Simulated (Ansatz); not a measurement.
# Hg: the cost of one run

All numbers are computed with Ansatz 0.2.0, driven from Python. The levels of theory stand in the script.

## (1) Starting point

It takes space group P6/mmm (No. 191, hexagonal). Conventional cell: a = 5.467 Å, b = 5.467 Å, c = 3.185 Å, α = 90.00°, β = 90.00°, γ = 120.00°. Hg (site symmetry -6m2) is surrounded by 11 Hg at 3.16 to 3.54 Å. Around Hg (site symmetry 6/mmm) lie 14 Hg at 3.19 to 3.54 Å.

The script holds or builds the structure itself.

## (2) The code

The input, lattice_hg.py:

```python
# -*- coding: utf-8 -*-
"""Relaxed cell of Hg under several functionals."""

import ansatz as az
import numpy as np

CUTOFF = 500
MESH = (7, 7, 9)
OCCUPATIONS = "Marzari-Vanderbilt"
WIDTH_EV = 0.1
TOLERANCE = 1e-09
FMAX = 0.05

def edges_and_angles(cell):
    cell = np.asarray(cell)
    a, b, c = np.linalg.norm(cell, axis=1)
    cosines = cell[1] @ cell[2] / (b * c), cell[0] @ cell[2] / (a * c), cell[0] @ cell[1] / (a * b)
    return (a, b, c, *np.degrees(np.arccos(cosines)))

crystal = (
    az.Lattice.of((5.466696, 0.0, 0.0), (-2.733348, 4.734298, 0.0), (0.0, 0.0, 3.185218))
    .atom("Hg", (1 / 3, 2 / 3, 0.5))
    .atom("Hg", (2 / 3, 1 / 3, 0.5))
    .atom("Hg", (0.0, 0.0, 0.0))
)

base = (
    crystal.calculation()
    .basis(CUTOFF)
    .kpoints(*MESH, center="gamma")
    .occupations(OCCUPATIONS, width=WIDTH_EV)
    .scf(tolerance=TOLERANCE)
    .relax(cell=True, force_tolerance=FMAX)
)

levels = [("pbesol", "none"), ("lda", "none"), ("r2scan", "none")]
print("level            a       b       c    alpha   beta  gamma  V/atom  steps")
for name, dispersion in levels:
    seen = []
    run = base.functional(name, dispersion=dispersion).session().plan()
    outcome = run.execute(on_event=lambda e: seen.append(e) if e["event"] == "relax_step" else None)
    cell = outcome.lattice.cell_ang
    label = name if dispersion == "none" else f"{name}+{dispersion}"
    print("{:13s} {:7.4f} {:7.4f} {:7.4f} {:6.2f} {:6.2f} {:6.2f}".format(label, *edges_and_angles(cell)), f"{abs(np.linalg.det(cell)) / len(outcome.lattice.sites):7.3f} {len(seen):5d}")
```

## (3) What the engine is handed

The engine receives this input (first run):

```yaml
crystal:
  lattice:
    - [5.466696, 0.0, 0.0]
    - [-2.733348, 4.734298, 0.0]
    - [0.0, 0.0, 3.185218]
  atoms:
    - { symbol: Hg, position: [0.3333333333333333, 0.6666666666666666, 0.5] }
    - { symbol: Hg, position: [0.6666666666666666, 0.3333333333333333, 0.5] }
    - { symbol: Hg, position: [0.0, 0.0, 0.0] }
basis:
  ecutwfc: 500.0
kpoints:
  mp_grid:
    grid: [7, 7, 9]
    shift: [0.0, 0.0, 0.0]
hamiltonian:
  xc: pbesol
  dispersion: none
scf:
  convergence:
    dr2_threshold: 1.0e-09
  occupations:
    method: cold
    width: 0.1
relax:
  f_tol: 0.05
  cell: {}
```

## (4) Launch

The run is started by

```console
$ python lattice_hg.py
```

**Question.** How long does this script take on 1 thread of Arm Neoverse V1, shared host, and how much memory does it need?

About 2.5 min, with a peak of 0.68 GiB.
